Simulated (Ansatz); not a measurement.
# SiTe: one crystal by all-electron and frozen-core methods

Does the method matter for SiTe? The same cell, functional and mesh are run with full-potential LAPW, PAW on the default files and all-electron PAW on datasets made for the crystal. The cell is first relaxed from a guess with PAW; it needn't be the stable phase of this composition.

Method: DFT PBE, scalar-relativistic, in Ansatz 0.2.0.

## 1. The system as given

The structure is hexagonal, space group P6_3mc (No. 186). Conventional cell: a = 4.265 Å, b = 4.265 Å, c = 6.952 Å, α = 90.00°, β = 90.00°, γ = 120.00°. Te (site symmetry 3m) has 4 Si at 2.61 Å as nearest neighbours. Around Si (site symmetry 3m) lie 4 Te at 2.61 Å.

As a file:

```xyz
4
Lattice="4.2649 0.0000 0.0000 -2.1325 3.6935 0.0000 0.0000 0.0000 6.9518" Properties=species:S:1:pos:R:3 pbc="T T T"
Te    0.0000    2.4624    0.0000
Te    2.1325    1.2312    3.4759
Si    0.0000    2.4624    2.6139
Si    2.1325    1.2312    6.0898
```

Atoms are numbered in the order of the input: Te1, Te2, Si3, Si4.

## 2. Relaxing the guess with PAW

File input.yaml:

```yaml
crystal:
  lattice:
    - [4.2649272864, 0.0, 0.0]
    - [-2.1324636432, 3.6935353754, 0.0]
    - [0.0, 0.0, 6.9518314769]
  atoms:
    - { symbol: Te, position: [0.3333333333, 0.6666666667, 0.0] }
    - { symbol: Te, position: [0.6666666667, 0.3333333333, 0.5] }
    - { symbol: Si, position: [0.3333333333, 0.6666666667, 0.376] }
    - { symbol: Si, position: [0.6666666667, 0.3333333333, 0.876] }
kpoints:
  mp_grid: { grid: [10, 10, 6] }
scf:
  occupations: { method: fermi_dirac, width: 0.08 }
hamiltonian:
  xc: pbe
  pseudopotentials: { kind: paw }
output:
  forces: true
  stress: true
relax:
  f_tol: 0.005
  max_steps: 80
  cell: {}
```

Launch:

```sh
ansatz run input.yaml --threads 1 --pin off --max-ram 3072MiB --backend cpu --events-out ev --progress --plain --runs-dir out
```

What it wrote:

```text
Engine: ansatz 0.2.0
Pseudopotentials: kind: paw
Pseudopotential: Te, paw, valence charge 16, recommended cutoff 420 eV (normal)
Pseudopotential: Si, paw, valence charge 4, recommended cutoff 420 eV (normal)
Functional definition: PBE
  parameter kappa = 0.804
  parameter beta = 0.06672455060314922
  exchange = pbe_x(kappa = kappa, mu = beta*pi^2/3)
  correlation = pbe_c(beta = beta)
Crystal: 4 atoms, lattice volume = 109.510 Å³
Basis set: ecut = 420 eV, 2117 PW (Γ), exchange–correlation on 60×60×96 points (8 copies of the dense FFT grid, shifted against one another)
Bands: 24, of which v1, the nominal top of the filled ones, is band 20 counted from 1 (19 counted from 0)
Symmetry: 12 space group operations
Space group: P63mc (ITA 186), of the structure as read, at distance tolerance 4.8e-5 Å
k-points: 56 of 600 (time reversal used)
Non-local potential: Te, projectors of the file, l = 0: 2, l = 1: 2, l = 2: 2, l = 3: 2
Non-local potential: Si, projectors of the file, l = 0: 2, l = 1: 2, l = 2: 2
PAW form: soft (Blöchl's): semilocal exchange-correlation on the pseudo side does not see the compensation charge
PAW one-centre angular grid: Te, 590 points (default); XC on 64 Gauss nodes
PAW one-centre angular grid: Si, 110 points (default); XC on 64 Gauss nodes
Initial density: superposition of atomic densities (neutral atoms: chi_scale 0, normalization atom), corrected by the library's trained network
Initial wavefunctions: pseudopotential atomic-orbital guess
Functional: x = pbe(κ = 0.804, μ = 0.2195149727645171), c = pbe(β = 0.06672455060314922)
SCF iter   1: F=—  HF=-15228.586511 eV  |F-HF|=—  |Δ(HF+E_count)|=         —  Δρ=2.56e-3  dr2=8.90e-3  ethr=1.77e-3  ⟨swp⟩=6.5  Hψ=6647  notcnv=0
preconditioner: auto → Kerker (q_TF=auto, 2.307 Å⁻¹)  [metal: Δε(μ)=0.034 eV  Ē_g=7.872 eV  σ=0.080 eV  W_gap=0.11  n_scr=22 (ndim 8)  ℏωp=15.9 eV  f_vac=0.005  D(μ)=2.36/eV (n_scr^D=22)]
SCF iter   2: F=—  HF=-15228.584442 eV  |F-HF|=—  |Δ(HF+E_count)|=   2.07e-3  Δρ=1.53e-3  dr2=3.37e-3  ethr=2.23e-5  ⟨swp⟩=2.8  Hψ=3043  notcnv=0
SCF iter   3: F=—  HF=-15228.583913 eV  |F-HF|=—  |Δ(HF+E_count)|=   5.29e-4  Δρ=4.42e-4  dr2=3.16e-4  ethr=8.43e-6  ⟨swp⟩=2.9  Hψ=1959  notcnv=0
SCF iter   4: F=—  HF=-15228.583825 eV  |F-HF|=—  |Δ(HF+E_count)|=   8.85e-5  Δρ=1.97e-4  dr2=4.42e-5  ethr=7.91e-7  ⟨swp⟩=3.0  Hψ=2680  notcnv=0
SCF iter   5: F=—  HF=-15228.583831 eV  |F-HF|=—  |Δ(HF+E_count)|=   6.47e-6  Δρ=7.46e-5  dr2=5.52e-6  ethr=1.10e-7  ⟨swp⟩=2.0  Hψ=2483  notcnv=0
SCF iter   6: F=—  HF=-15228.583830 eV  |F-HF|=—  |Δ(HF+E_count)|=   1.33e-6  Δρ=3.08e-5  dr2=8.56e-7  ethr=1.38e-8  ⟨swp⟩=2.0  Hψ=2471  notcnv=0
SCF iter   7: F=-15228.583830 eV  HF=-15228.583830 eV  |F-HF|=9.73e-9  |Δ(HF+E_count)|=   1.70e-7  Δρ=4.25e-6  dr2=2.73e-8  ethr=2.50e-10  ⟨swp⟩=3.4  Hψ=5816  notcnv=0
SCF 1 converged in 7 iterations: F = -15228.583830 eV  dr2 = 2.73e-8
relax step   1: F+E_penalty+E_count = -15228.58382957 eV  Δ(F+E_penalty+E_count) = +0.000e0 eV  max|allowed force component| = 1.865e-1 eV/Å  Δτ_max = 0.0000 Å  P = +11.625 GPa  Ω = 109.510 Å³  (7 SCF iters, dr2 threshold 1.00e-7 eV, accepted)
Crystal: 4 atoms, lattice volume = 125.835 Å³
Basis set: ecut = 420 eV, 2479 PW (Γ), exchange–correlation on 60×60×96 points (8 copies of the dense FFT grid, shifted against one another)
Initial density: handed on by an earlier stage of this run
Initial wavefunctions: those handed on with the density
iter 1 solved again at ethr=2.52e-4 eV; its pass at ethr=3.10e-3 eV (dr2=1.01e-1 eV) is discarded
SCF iter   1: F=—  HF=-15229.402615 eV  |F-HF|=—  |Δ(HF+E_count)|=         —  Δρ=6.28e-3  dr2=1.03e-1  ethr=2.52e-4  ⟨swp⟩=1.1  Hψ=8424  notcnv=0
preconditioner: auto → LDOS  [metal: Δε(μ)=0.026 eV  Ē_g=7.392 eV  σ=0.080 eV  W_gap=0.08  n_scr=22 (ndim 8)  ℏωp=14.8 eV  f_vac=0.026  D(μ)=1.24/eV (n_scr^D=2)  β→1.0]
SCF iter   2: F=—  HF=-15229.379692 eV  |F-HF|=—  |Δ(HF+E_count)|=   2.29e-2  Δρ=2.60e-3  dr2=1.97e-2  ethr=2.52e-4  ⟨swp⟩=2.9  Hψ=2209  notcnv=0
SCF iter   3: F=—  HF=-15229.373782 eV  |F-HF|=—  |Δ(HF+E_count)|=   5.91e-3  Δρ=3.88e-4  dr2=2.92e-4  ethr=4.93e-5  ⟨swp⟩=2.1  Hψ=1923  notcnv=0
SCF iter   4: F=—  HF=-15229.373740 eV  |F-HF|=—  |Δ(HF+E_count)|=   4.20e-5  Δρ=1.07e-4  dr2=1.63e-5  ethr=7.29e-7  ⟨swp⟩=2.0  Hψ=2513  notcnv=0
SCF iter   5: F=—  HF=-15229.373740 eV  |F-HF|=—  |Δ(HF+E_count)|=   8.56e-7  Δρ=4.02e-5  dr2=2.34e-6  ethr=4.09e-8  ⟨swp⟩=2.0  Hψ=2535  notcnv=0
SCF iter   6: F=-15229.373740 eV  HF=-15229.373740 eV  |F-HF|=5.65e-8  |Δ(HF+E_count)|=   3.91e-7  Δρ=6.65e-6  dr2=4.23e-8  ethr=1.00e-9  ⟨swp⟩=5.1  Hψ=5522  notcnv=0
SCF 2 converged in 6 iterations: F = -15229.373740 eV  dr2 = 4.23e-8
relax step   2: F+E_penalty+E_count = -15229.37374002 eV  Δ(F+E_penalty+E_count) = -7.899e-1 eV  max|allowed force component| = 9.316e-3 eV/Å  Δτ_max = 0.0099 Å  P = +4.369 GPa  Ω = 125.835 Å³  energy of the carried Pulay correction = -2.309e-3 eV  (6 SCF iters, dr2 threshold 4.00e-7 eV, accepted)
Crystal: 4 atoms, lattice volume = 138.432 Å³
Basis set: ecut = 420 eV, 2695 PW (Γ), exchange–correlation on 60×60×96 points (8 copies of the dense FFT grid, shifted against one another)
iter 1 solved again at ethr=1.36e-4 eV; its pass at ethr=3.10e-3 eV (dr2=5.45e-2 eV) is discarded
SCF iter   1: F=—  HF=-15229.603485 eV  |F-HF|=—  |Δ(HF+E_count)|=         —  Δρ=4.14e-3  dr2=5.47e-2  ethr=1.36e-4  ⟨swp⟩=1.0  Hψ=8850  notcnv=0
preconditioner: auto → LDOS  [metal: Δε(μ)=0.062 eV  Ē_g=7.073 eV  σ=0.080 eV  W_gap=0.19  n_scr=22 (ndim 8)  ℏωp=14.1 eV  f_vac=0.061  D(μ)=0.77/eV (n_scr^D=2)  β→1.0]
SCF iter   2: F=—  HF=-15229.597618 eV  |F-HF|=—  |Δ(HF+E_count)|=   5.87e-3  Δρ=3.00e-3  dr2=3.23e-2  ethr=1.36e-4  ⟨swp⟩=2.8  Hψ=2161  notcnv=0
SCF iter   3: F=—  HF=-15229.588343 eV  |F-HF|=—  |Δ(HF+E_count)|=   9.28e-3  Δρ=3.22e-4  dr2=2.25e-4  ethr=8.07e-5  ⟨swp⟩=2.0  Hψ=1842  notcnv=0
SCF iter   4: F=—  HF=-15229.588340 eV  |F-HF|=—  |Δ(HF+E_count)|=   2.97e-6  Δρ=8.32e-5  dr2=9.53e-6  ethr=5.63e-7  ⟨swp⟩=2.0  Hψ=2652  notcnv=0
SCF iter   5: F=—  HF=-15229.588340 eV  |F-HF|=—  |Δ(HF+E_count)|=   2.70e-7  Δρ=2.01e-5  dr2=5.06e-7  ethr=2.38e-8  ⟨swp⟩=2.0  Hψ=2480  notcnv=0
SCF iter   6: F=-15229.588340 eV  HF=-15229.588340 eV  |F-HF|=2.31e-9  |Δ(HF+E_count)|=   2.33e-7  Δρ=6.73e-6  dr2=6.12e-8  ethr=1.00e-9  ⟨swp⟩=5.0  Hψ=5413  notcnv=0
SCF 3 converged in 6 iterations: F = -15229.588340 eV  dr2 = 6.12e-8
relax step   3: F+E_penalty+E_count = -15229.58834013 eV  Δ(F+E_penalty+E_count) = -2.146e-1 eV  max|allowed force component| = 2.316e-2 eV/Å  Δτ_max = 0.0231 Å  P = +0.637 GPa  Ω = 138.432 Å³  energy of the carried Pulay correction = -3.884e-3 eV  (6 SCF iters, dr2 threshold 4.00e-7 eV, accepted)
[... from here on, the SCF cycles and remarks between the steps are left out ...]
relax step   4: F+E_penalty+E_count = -15229.65564664 eV  Δ(F+E_penalty+E_count) = -6.731e-2 eV  max|allowed force component| = 8.434e-2 eV/Å  Δτ_max = 0.0480 Å  P = -0.790 GPa  Ω = 142.954 Å³  energy of the carried Pulay correction = -4.412e-3 eV  (5 SCF iters, dr2 threshold 4.00e-7 eV, accepted)
relax step   5: F+E_penalty+E_count = -15229.76312132 eV  Δ(F+E_penalty+E_count) = -1.075e-1 eV  max|allowed force component| = 3.692e-2 eV/Å  Δτ_max = 0.0488 Å  P = -1.444 GPa  Ω = 142.327 Å³  energy of the carried Pulay correction = -4.340e-3 eV  (5 SCF iters, dr2 threshold 4.00e-7 eV, accepted)
relax step   6: F+E_penalty+E_count = -15229.86978370 eV  Δ(F+E_penalty+E_count) = -1.067e-1 eV  max|allowed force component| = 3.084e-2 eV/Å  Δτ_max = 0.0510 Å  P = -1.836 GPa  Ω = 139.717 Å³  energy of the carried Pulay correction = -4.036e-3 eV  (5 SCF iters, dr2 threshold 4.00e-7 eV, accepted)
relax step   7: F+E_penalty+E_count = -15229.96264460 eV  Δ(F+E_penalty+E_count) = -9.286e-2 eV  max|allowed force component| = 1.747e-1 eV/Å  Δτ_max = 0.0484 Å  P = -0.914 GPa  Ω = 132.501 Å³  energy of the carried Pulay correction = -3.163e-3 eV  (5 SCF iters, dr2 threshold 4.00e-7 eV, accepted)
relax step   8: F+E_penalty+E_count = -15229.98619153 eV  Δ(F+E_penalty+E_count) = -2.355e-2 eV  max|allowed force component| = 1.117e-1 eV/Å  Δτ_max = 0.1220 Å  P = -0.450 GPa  Ω = 125.712 Å³  energy of the carried Pulay correction = -2.293e-3 eV  (6 SCF iters, dr2 threshold 4.00e-7 eV, accepted)
relax step   9: F+E_penalty+E_count = -15229.97354078 eV  Δ(F+E_penalty+E_count) = +1.265e-2 eV  max|allowed force component| = 4.854e-2 eV/Å  Δτ_max = 0.0506 Å  P = +0.846 GPa  Ω = 123.176 Å³  energy of the carried Pulay correction = -1.955e-3 eV  (5 SCF iters, dr2 threshold 4.00e-7 eV, rejected (line search))
relax step  10: F+E_penalty+E_count = -15229.99936653 eV  Δ(F+E_penalty+E_count) = -1.317e-2 eV  max|allowed force component| = 1.727e-2 eV/Å  Δτ_max = 0.0440 Å  P = +0.053 GPa  Ω = 125.358 Å³  energy of the carried Pulay correction = -2.246e-3 eV  (8 SCF iters, accepted)
relax step  11: F+E_penalty+E_count = -15229.99960461 eV  Δ(F+E_penalty+E_count) = -2.381e-4 eV  max|allowed force component| = 5.650e-3 eV/Å  Δτ_max = 0.0109 Å  P = +0.003 GPa  Ω = 125.959 Å³  energy of the carried Pulay correction = -2.325e-3 eV  (5 SCF iters, dr2 threshold 1.86e-8 eV, accepted)
relax step  12: F+E_penalty+E_count = -15229.99963945 eV  Δ(F+E_penalty+E_count) = -3.485e-5 eV  max|allowed force component| = 5.961e-4 eV/Å  Δτ_max = 0.0026 Å  P = -0.007 GPa  Ω = 125.888 Å³  energy of the carried Pulay correction = -2.316e-3 eV  (4 SCF iters, dr2 threshold 2.00e-9 eV, accepted)
relax step  13: F+E_penalty+E_count = -15230.02007142 eV  Δ(F+E_penalty+E_count) = -2.043e-2 eV  max|allowed force component| = 1.546e-3 eV/Å  Δτ_max = 0.0000 Å  P = +0.279 GPa  Ω = 125.888 Å³  stress off target by 4.12e-1 GPa  SCF on the basis re-selected at this cell (its energy is not comparable with the rows above)  (7 SCF iters)
relax step  14: F+E_penalty+E_count = -15230.02133743 eV  Δ(F+E_penalty+E_count) = -1.266e-3 eV  max|allowed force component| = 6.400e-4 eV/Å  Δτ_max = 0.0027 Å  P = +0.055 GPa  Ω = 126.894 Å³  energy of the carried Pulay correction = -1.187e-4 eV  (4 SCF iters, dr2 threshold 4.00e-7 eV, accepted)
relax step  15: F+E_penalty+E_count = -15230.02135053 eV  Δ(F+E_penalty+E_count) = -1.310e-5 eV  max|allowed force component| = 1.483e-3 eV/Å  Δτ_max = 0.0006 Å  P = -0.003 GPa  Ω = 127.152 Å³  energy of the carried Pulay correction = -1.500e-4 eV  (4 SCF iters, dr2 threshold 1.12e-8 eV, accepted)
iter 1 solved again at ethr=1.12e-7 eV; its pass at ethr=3.10e-3 eV (dr2=4.47e-5 eV) is discarded
SCF iter   1: F=—  HF=-15230.021121 eV  |F-HF|=—  |Δ(HF+E_count)|=         —  Δρ=7.94e-5  dr2=1.83e-7  ethr=1.12e-7  ⟨swp⟩=4.0  Hψ=10611  notcnv=0
preconditioner: auto → LDOS  [metal: Δε(μ)=0.038 eV  Ē_g=7.292 eV  σ=0.080 eV  W_gap=0.12  n_scr=22 (ndim 8)  ℏωp=14.7 eV  f_vac=0.089  D(μ)=1.41/eV (n_scr^D=2)  β→1.0]
SCF iter   2: F=—  HF=-15230.021498 eV  |F-HF|=—  |Δ(HF+E_count)|=   3.77e-4  Δρ=3.94e-6  dr2=2.21e-8  ethr=4.57e-10  ⟨swp⟩=2.2  Hψ=2537  notcnv=0
SCF iter   3: F=—  HF=-15230.021498 eV  |F-HF|=—  |Δ(HF+E_count)|=   3.93e-8  Δρ=1.80e-6  dr2=6.41e-9  ethr=5.53e-11  ⟨swp⟩=2.0  Hψ=2495  notcnv=0
SCF iter   4: F=—  HF=-15230.021498 eV  |F-HF|=—  |Δ(HF+E_count)|=   4.01e-8  Δρ=3.99e-7  dr2=3.19e-10  ethr=1.60e-11  ⟨swp⟩=2.0  Hψ=2475  notcnv=0
SCF iter   5: F=—  HF=-15230.021498 eV  |F-HF|=—  |Δ(HF+E_count)|=   1.07e-9  Δρ=3.21e-7  dr2=1.48e-10  ethr=1.00e-12  ⟨swp⟩=6.9  Hψ=6455  notcnv=0
SCF iter   6: F=-15230.021498 eV  HF=-15230.021498 eV  |F-HF|=1.82e-12  |Δ(HF+E_count)|=  2.69e-10  Δρ=3.43e-8  dr2=2.06e-12  ethr=1.00e-12  ⟨swp⟩=3.3  Hψ=5772  notcnv=0
SCF 16 converged in 6 iterations: F = -15230.021498 eV  dr2 = 2.06e-12
relax step  16: F+E_penalty+E_count = -15230.02149777 eV  Δ(F+E_penalty+E_count) = -1.472e-4 eV  max|allowed force component| = 1.493e-3 eV/Å  Δτ_max = 0.0000 Å  P = -0.004 GPa  Ω = 127.152 Å³  stress off target by 1.04e-2 GPa  SCF on the basis re-selected at this cell (its energy is not comparable with the rows above)  (6 SCF iters)
basis re-selected at this cell: Δ(F+E_penalty+E_count) = -1.472e-4 eV, ΔP = -0.001 GPa vs the last step (what re-selecting the basis moved, of the pressure what is left beyond the Pulay correction that the steps carried, after the strain that the cell walked since its last selection, with what the two solves' SCF thresholds leave and, on support functions, any second-order correction that the steps lacked; it is no measure of the basis error at this ecutwfc). This SCF's stress stands 1.04e-2 GPa from its target on what of the cell is left free (relax.cell.stress_tol is 5.00e-2 GPa) and its largest allowed force component is 1.49e-3 eV/Å (relax.f_tol is 5.00e-3 eV/Å): within both
SCF converged after 6 iterations
Free energy (F): -15230.021498 eV
Harris-Foulkes:  -15230.021498 eV  (|F-HF|=1.82e-12)
Internal energy: -15229.992153 eV  (E = F + TS)
E sigma→0 (E₀):  -15230.006826 eV
Entropy (-TS):   -0.029344 eV (-7.336 meV/atom)
Fermi energy:    6.562979 eV
--- Per-component energies (eV) ---
  E_band       = -597.804511
  E_kinetic    = 433.389684
  E_local      = -3285.044179  (includes V_loc(G=0)·N_el)
  E_nonlocal   = -567.314989
  E_hartree    = 1940.987690
  E_xc         = -356.212511
  E_vxc        = -297.663483  (∫ρ·V_xc dr)
  E_paw        = -10348.266642  (= ΣΔE_a)
  E_vpaw       = -763.146592  (= ΣTr[D̂ρ^β])
  E_aug_tail   = -0.000367  (compensation charges beyond the density's cutoff)
  E_ewald      = -3047.530839
  E_smearing   = -0.029344  (= −TS)
  E_closure    = -0.000000  (closes the sum)
  Σ components = -15230.021498   (vs F -15230.021498, Δ=0.00e0)
--- Forces (eV/Å), atoms counted from 1 ---
  atom   1  Te    -0.00000000    -0.00000000     0.00149301
  atom   2  Te    -0.00000000     0.00000000     0.00149301
  atom   3  Si    -0.00000000    -0.00000000    -0.00149290
  atom   4  Si     0.00000000    -0.00000000    -0.00149290
  max |Σ_I F_I| component: 2.22e-7 eV/Å
--- Stress (GPa, compression-positive) ---
       -0.001164       0.000000      -0.000000
        0.000000      -0.001164       0.000000
       -0.000000       0.000000      -0.010350
  P = ⅓ Tr σ = -0.0042 GPa (-0.042 kbar)
--- Band table (eV; the first three rows and the last of 56) ---
  k-point 0: bands = ["-30.8219", "-30.8207", "-30.8196", "-30.8196", "-30.8180", "-30.8180", "-30.8176", "-30.8176", "-30.8168", "-30.8168", "-6.5428", "-4.6968", "-0.6826", "1.4982", "2.2663", "2.4216", "2.4216", "4.1894", "4.2401", "4.2401", "6.4990", "6.4990", "8.6695", "8.6695"]
  k-point 1: bands = ["-30.8218", "-30.8208", "-30.8195", "-30.8195", "-30.8182", "-30.8182", "-30.8175", "-30.8175", "-30.8167", "-30.8167", "-6.4528", "-4.8764", "-0.6310", "1.6905", "1.9520", "2.5114", "2.5114", "4.0664", "4.0664", "4.9151", "6.5811", "6.5811", "8.4114", "8.4114"]
  k-point 2: bands = ["-30.8216", "-30.8210", "-30.8194", "-30.8194", "-30.8186", "-30.8186", "-30.8172", "-30.8172", "-30.8167", "-30.8167", "-6.1910", "-5.3041", "-0.3883", "0.8232", "2.7721", "2.7721", "3.1010", "3.6487", "3.6487", "5.7588", "6.8444", "6.8444", "7.7160", "7.8553"]
  k-point 55: bands = ["-30.8213", "-30.8213", "-30.8186", "-30.8186", "-30.8183", "-30.8183", "-30.8174", "-30.8174", "-30.8172", "-30.8172", "-5.2310", "-5.2310", "-1.8337", "-1.8337", "2.0043", "2.0043", "4.5459", "4.5459", "6.4959", "6.4959", "7.1269", "7.1269", "7.7587", "7.7587"]
--- Relaxed structure (14 steps of the walk, 13 accepted, 2 SCFs on fresh bases) ---
  F+E_penalty+E_count = -15230.02149777 eV   max|allowed force component| = 1.493e-3 eV/Å   (the final SCF, on the basis selected at the relaxed cell)
  cell:  # Å, volume = 127.1524 Å³
    - [4.965594213605603, -1.2964942585384452e-17, -1.6442128882314397e-18]
    - [-2.4827971068028014, 4.300330733867464, 8.221064441157037e-19]
    - [-2.680067007812926e-18, -1.4843597629948274e-32, 5.954583770968492]
  atoms:
    - { symbol: Te, position: [0.33333333333333337, 0.6666666666666667, -0.03965597444392171] }
    - { symbol: Te, position: [0.6666666666666666, 0.33333333333333337, 0.4603440255560784] }
    - { symbol: Si, position: [0.33333333333333337, 0.6666666666666667, 0.41565597444392177] }
    - { symbol: Si, position: [0.6666666666666666, 0.33333333333333337, 0.9156559744439221] }
```

Wall time 2.1 min (1 thread, shared host).

Relaxation path:

```csv
step,energy from step 1 (eV/cell),largest force component (eV/Å),pressure (GPa),volume (Å³)
1,0.0000,0.1865,11.63,109.51
2,-0.7899,0.0093,4.37,125.84
3,-1.0045,0.0232,0.64,138.43
4,-1.0718,0.0843,-0.79,142.95
5,-1.1793,0.0369,-1.44,142.33
6,-1.2860,0.0308,-1.84,139.72
7,-1.3788,0.1747,-0.91,132.50
8,-1.4024,0.1117,-0.45,125.71
9,-1.3897,0.0485,0.85,123.18
10,-1.4155,0.0173,0.05,125.36
11,-1.4158,0.0056,0.00,125.96
12,-1.4158,0.0006,-0.01,125.89
13,-1.4362,0.0015,0.28,125.89
14,-1.4375,0.0006,0.06,126.89
15,-1.4375,0.0015,0.00,127.15
16,-1.4377,0.0015,0.00,127.15
```

Step 1 is the start. Steps 13, 16 each repeat the geometry before them on a plane-wave basis chosen anew, so the energy can jump there without any move. Step 9 was tried and not accepted.

|  | before | after | change |
| --- | --- | --- | --- |
| a (Å) | 4.265 | 4.966 | +16.4 % |
| b (Å) | 4.265 | 4.966 | +16.4 % |
| c (Å) | 6.952 | 5.955 | -14.3 % |
| volume (Å³/atom) | 27.38 | 31.79 | +16.1 % |
| shortest distance (Å) | 2.609 | 2.711 | +3.9 % |
| space group (0.01 Å) | P6_3mc | P6_3mc | same |

Forces and stress were held to the start's 12 operations: a distortion of lower symmetry was not tested.

[end of part 1 of 2]
